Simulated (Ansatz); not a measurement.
**CH7BClNSi: one species, many methods**

The task here is to estimate one member of a computed series from the others.

Computed with Ansatz 0.2.0, Gaussian basis. Level: functionals in def2-TZVPP, the program's frozen cores in correlated methods.

The runs, in order: PBE-D4, r2SCAN-D4, PBE0-D4, B3LYP-D4, ωB97X-V, ωB97M-V, B2PLYP; CCSD(T)/def2-TZVPP; MP2/def2-QZVPP; extrapolation to the limit.

## The geometry

An earlier PBE0-D4 in a triple-zeta def2 set relaxation fixed the geometry.

SMILES `NBC[SiH2]Cl`, 12 atoms, charge 0, spin multiplicity 1.

Atoms are counted from 1 here; the program's logs count them from 0.

Bond lengths: N1–B2 1.389 Å, N1–H6 1.005 Å, N1–H7 1.007 Å, B2–C3 1.569 Å, B2–H8 1.200 Å, C3–Si4 1.860 Å, C3–H9 1.096 Å, C3–H10 1.096 Å, Si4–Cl5 2.067 Å, Si4–H11 1.483 Å, Si4–H12 1.484 Å. Angles: B2–N1–H6 122.8°, B2–N1–H7 123.4°, H6–N1–H7 113.6°, N1–B2–C3 121.6°, N1–B2–H8 117.6°, C3–B2–H8 120.7°, B2–C3–Si4 111.9°, B2–C3–H9 113.2°, B2–C3–H10 111.2°, Si4–C3–H9 106.6°, Si4–C3–H10 105.6°, H9–C3–H10 108.0°, C3–Si4–Cl5 109.4°, C3–Si4–H11 112.2°, C3–Si4–H12 112.0°, Cl5–Si4–H11 107.1°, Cl5–Si4–H12 106.5°, H11–Si4–H12 109.3°.

As a file:

| atom | x (Å) | y (Å) | z (Å) |
| --- | --- | --- | --- |
| N1 | -1.5201 | -0.2486 | 1.2991 |
| B2 | -0.5599 | -0.9197 | 0.5519 |
| C3 | 0.8531 | -0.2952 | 0.2760 |
| Si4 | 0.8879 | 0.6628 | -1.3174 |
| Cl5 | -0.3287 | 2.3252 | -1.1455 |
| H6 | -2.4434 | -0.6136 | 1.4539 |
| H7 | -1.3773 | 0.6678 | 1.6905 |
| H8 | -0.8593 | -1.9863 | 0.0900 |
| H9 | 1.1812 | 0.3940 | 1.0622 |
| H10 | 1.6162 | -1.0748 | 0.1689 |
| H11 | 0.3797 | -0.1330 | -2.4612 |
| H12 | 2.2473 | 1.1662 | -1.6343 |

The first run:

in.yaml reads:

```yaml
crystal:
  periodic: [false, false, false]
  atoms:
    - {symbol: N, position_ang: [-1.520054, -0.248577, 1.299095]}
    - {symbol: B, position_ang: [-0.559875, -0.919713, 0.551936]}
    - {symbol: C, position_ang: [0.853129, -0.295170, 0.275962]}
    - {symbol: Si, position_ang: [0.887906, 0.662819, -1.317423]}
    - {symbol: Cl, position_ang: [-0.328692, 2.325213, -1.145526]}
    - {symbol: H, position_ang: [-2.443385, -0.613630, 1.453853]}
    - {symbol: H, position_ang: [-1.377327, 0.667786, 1.690547]}
    - {symbol: H, position_ang: [-0.859255, -1.986343, 0.090014]}
    - {symbol: H, position_ang: [1.181187, 0.394014, 1.062190]}
    - {symbol: H, position_ang: [1.616230, -1.074805, 0.168874]}
    - {symbol: H, position_ang: [0.379728, -0.132950, -2.461194]}
    - {symbol: H, position_ang: [2.247307, 1.166158, -1.634327]}
basis:
  gaussian: {orbitals: def2-TZVPP}
hamiltonian: {xc: pbe, dispersion: d4}
output: {forces: true, orbitals: {seedname: orbitals}}
```

Command:

```sh
$ ansatz run in.yaml --threads 4 --pin off --events-out ev --progress --plain --max-ram 10444MiB
```

Steps of the session up to this table: PBE-D4 (GGA); r2SCAN-D4 (meta-GGA); PBE0-D4 (hybrid); B3LYP-D4 (hybrid); ωB97X-V (range-separated); ωB97M-V (range-separated); B2PLYP (double hybrid); CCSD(T) in def2-TZVPP; MP2 in def2-QZVPP.

One of the session's tables, all rows but one given; the rest of the session is left out.

| method | atomisation energy (kJ/mol) |
| --- | --- |
| PBE-D4 | 4394.0 |
| r2SCAN-D4 | 4352.9 |
| PBE0-D4 | 4348.8 |
| B3LYP-D4 | 4349.3 |
| ωB97X-V | ? |
| ωB97M-V | 4367.6 |
| B2PLYP | 4296.5 |
| HF/def2-TZVPP | 3265.3 |
| MP2/def2-TZVPP | 4274.9 |
| CCSD/def2-TZVPP | 4168.3 |
| CCSD(T)/def2-TZVPP | 4222.0 |
| MP2/CBS | 4386.9 |
| CCSD(T)/CBS | 4334.0 |

**Question.** Estimate the row for ωB97X-V.

The run gave: atomisation energy (kJ/mol): 4362.2. In the column «atomisation energy (kJ/mol)» it lies between r2SCAN-D4 (4352.9) and ωB97M-V (4367.6).
